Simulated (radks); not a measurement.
# Xe⁺ in [Kr] 4d9.75 5s2 5p5 5d0.25: an all-electron calculation

What are the levels of the xenon ion Xe+, how large are its shells, and how does its energy divide?

Method: scalar-relativistic Kohn-Sham, PBE, spin-polarised, spherical densities, finite nucleus; open shells are filled with parallel spins first. Code: radks (a radial shooting solver on a logarithmic mesh, Libxc functionals) version 1.

### 1 What is computed

```
element            : xenon (Z = 54)
charge             : +1
electrons          : 53
configuration      : [Kr] 4d9.75 5s2 5p5 5d0.25
nuclear rms radius : 4.7859 fm
```

### 2 The calculation

The run's settings:

```text
Z 54
configuration [Kr] 4d9.75 5s2 5p5 5d0.25 6s0 4f0
relativity scalar-relativistic
functional pbe,pbe
spin polarised
nucleus finite rms 4.7859 fm
c 137.035999084
```

Command:

```console
> python run_ks.py task.json out
```

This one command runs every case of the session in turn.

**Question.** What will this run give?

**Answer**, as computed:

```
                        quantity                   value
                    total energy     -7445.97783 hartree
exchange-correlation share of it                  2.50 %
                            −T/E                  1.0515
          highest occupied level        5d up, -4.919 eV
    most extended occupied level  5d up, <r> = 3.80 bohr
 radius at density 0.001 e/bohr³               4.18 bohr
    maxima of the radial density                       4
```

**Reading.** 5 principal shells are occupied and 4 maxima appear in the radial density; where shells overlap, one shows as a shoulder or not at all. −T/E is 1.052: with relativity the kinetic term as defined here no longer equals −E. This is not the tabulated ground configuration, so its levels and sizes aren't those of the ground state, and no measured value stands beside it.
